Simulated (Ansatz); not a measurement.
Wanted: the native input for an Ansatz 0.2.0 run.

```yaml
Task: phonons
Functional: PBEsol
Potentials_or_basis: Ansatz PAW
Cutoff: "420 eV (not typed: the program's choice for these potentials)"
k_mesh: 8 × 8 × 4
Occupations: fermi-dirac, width 0.05 eV
Spin: no spin polarisation
```

The system is Cd2S.

```
Cd S
1.0
     3.96267    0.00000    0.00000
    -1.98134    3.43177    0.00000
     0.00000    0.00000    5.80919
Cd S
2 1
Direct
  0.33333 0.66667 0.93272
  0.66667 0.33333 0.57873
  0.33333 0.66667 0.36571
```

The cell comes from a database or a generator and needn't be the stable form of this composition.

The input as run:

input.yaml

```yaml
crystal:
  lattice:
    - [3.962670049, 0.0, 0.0]
    - [-1.9813350245, 3.4317729293, 0.0]
    - [0.0, 0.0, 5.809192]
  atoms:
    - { symbol: Cd, position: [0.3333333333, 0.6666666667, 0.932717] }
    - { symbol: Cd, position: [0.6666666667, 0.3333333333, 0.578735] }
    - { symbol: S, position: [0.3333333333, 0.6666666667, 0.365705] }
hamiltonian:
  xc: pbesol
  pseudopotentials: { kind: paw }
kpoints:
  mp_grid: { grid: [8, 8, 4] }
scf:
  occupations: { method: fermi_dirac, width: 0.05 }
phonons:
  method: dfpt
```

Potentials or basis: Ansatz PAW.

Launch:

```console
$ ansatz run input.yaml --threads 2 --pin off --max-ram 5632MiB --backend cpu --events-out ev --progress --plain --runs-dir out
```

Results of the run:

| Item | Value |
| --- | --- |
| Band gap on the k mesh | 0.30 eV, indirect (least direct gap 0.67 eV) |
| Highest phonon frequency at Γ, LO-TO splitting left out | 249 cm⁻¹ |

Caveat: some modes are imaginary.

Wall time 58 s on 2 threads of Arm Neoverse V2, on a shared host, peak memory 0.71 GiB.
